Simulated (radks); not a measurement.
**Mg in [Ne] 3s2: an all-electron calculation**

One table from this session's results is given with a row withheld; the runs are named, their logs left out.

The numbers are computed with radks (a radial shooting solver on a logarithmic mesh, Libxc functionals) version 1 (scalar-relativistic Kohn-Sham, exchange-only LDA, spin-polarised, spherical densities, finite nucleus), except any that are marked as measured or tabulated.

### The system

* element: magnesium (Z = 12)
* charge: 0
* electrons: 12
* configuration: [Ne] 3s2
* nuclear rms radius: 3.057 fm

The outer shells:

Mg
```
[Ne] core
3s [↑↓]
```

Set-up of the first run:

Input:

```text
Z 12
configuration [Ne] 3s2
relativity scalar-relativistic
functional lda,
spin polarised
nucleus finite rms 3.057 fm
c 137.035999084
```

One of the session's tables, all rows but one given; the rest of the session is left out.

It belongs to the step «Radial structure». From the orbitals of this run (lengths in bohr):

```
level     <r>  outermost maximum (interpolated)  90 % within  nodes
   1s  0.1311                            0.0854        0.235      0
   2s       ?                                 ?            ?      ?
   2p  0.6926                             0.478         1.19      0
   3s   3.215                              2.54         5.02      2
```

Q: Estimate the row for 2s from the others.

**Answer.** <r>: 0.7018; outermost maximum (interpolated): 0.549; 90 % within: 1.12; nodes: 1. In the column «<r>» it lies between 2p (0.6926) and 3s (3.215).
